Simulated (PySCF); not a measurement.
# B3H12Pb (Pb(BH4)3-): the cost of one run

Program: PySCF 2.14.0. Level of theory: TPSS, Pb def2-SVP with ECP60, B def2-SVP, H def2-SVP; scalar-relativistic core potentials, no spin–orbit coupling. These are calculated values, not measurements.

2 further runs of the same task are left out: 2 for a known fault of the program.

## Step 1: Starting geometry

16 atoms, charge -1, spin multiplicity 1.

Bond lengths: Pb1–B2 2.446 Å, Pb1–B7 2.446 Å, Pb1–B12 2.446 Å, B2–H3 1.200 Å, B2–H4 1.250 Å, B2–H5 1.250 Å, B2–H6 1.250 Å, B7–H8 1.200 Å, B7–H9 1.250 Å, B7–H10 1.250 Å, B7–H11 1.250 Å, B12–H13 1.200 Å, B12–H14 1.250 Å, B12–H15 1.250 Å, B12–H16 1.250 Å. Angles: B2–Pb1–B7 120.0°, B2–Pb1–B12 120.0°, B7–Pb1–B12 120.0°, Pb1–B2–H3 180.0°, Pb1–B2–H4 70.6°, Pb1–B2–H5 70.6°, Pb1–B2–H6 70.6°, H3–B2–H4 109.4°, H3–B2–H5 109.4°, H3–B2–H6 109.4°, H4–B2–H5 109.5°, H4–B2–H6 109.5°, H5–B2–H6 109.5°, Pb1–B7–H8 180.0°, Pb1–B7–H9 70.6°, Pb1–B7–H10 70.6°, Pb1–B7–H11 70.6°, H8–B7–H9 109.4° and more.

Coordinates:

```xyz
16

Pb    0.0000    0.0000    0.0000
B     2.4459    0.0000    0.0000
H     3.6459    0.0000    0.0000
H     2.0300   -0.5894    1.0208
H     2.0300   -0.5894   -1.0208
H     2.0300    1.1788    0.0000
B    -1.2229    2.1182    0.0000
H    -1.8229    3.1574    0.0000
H    -0.5046    2.0527    1.0208
H    -0.5046    2.0527   -1.0208
H    -2.0358    1.1686    0.0000
B    -1.2230   -2.1182    0.0000
H    -1.8230   -3.1574    0.0000
H    -1.5254   -1.4633    1.0208
H    -1.5254   -1.4633   -1.0208
H     0.0059   -2.3474    0.0000
```

Formal oxidation states: Pb +2.

## Step 2: SCF at the start, singlet

run.py (the lines that set the calculation) reads:

```python
mol = gto.M(atom='''
Pb     0.00000     0.00000     0.00000
B      2.44590     0.00000     0.00000
H      3.64590     0.00000     0.00000
H      2.03000    -0.58940     1.02080
H      2.03000    -0.58940    -1.02080
H      2.03000     1.17880     0.00000
B     -1.22290     2.11820     0.00000
H     -1.82290     3.15740     0.00000
H     -0.50460     2.05270     1.02080
H     -0.50460     2.05270    -1.02080
H     -2.03580     1.16860     0.00000
B     -1.22300    -2.11820     0.00000
H     -1.82300    -3.15740     0.00000
H     -1.52540    -1.46330     1.02080
H     -1.52540    -1.46330    -1.02080
H      0.00590    -2.34740     0.00000''',
    basis={'Pb': 'def2-SVP', 'B': 'def2-SVP', 'H': 'def2-SVP'},
    ecp={'Pb': 'def2-SVP'},
    charge=-1, spin=0)
mf = dft.RKS(mol, xc='TPSS')
mf.grids.atom_grid = (50, 194)
mf = mf.density_fit()  # fitting sets: Pb def2-universal-JKFIT, B def2-universal-JKFIT, H def2-universal-JKFIT
mf.conv_tol = 1e-08; mf.max_cycle = 55
mf.kernel(dm0)  # dm0: free metal ions and neutral atoms
```

On the command line:

```console
> OMP_NUM_THREADS=2 python run.py
```

**Question.** How long does this run take on 2 threads of Arm Neoverse V1, shared host, and how much memory does it need?

About 8 s, with a peak of 0.91 GiB.
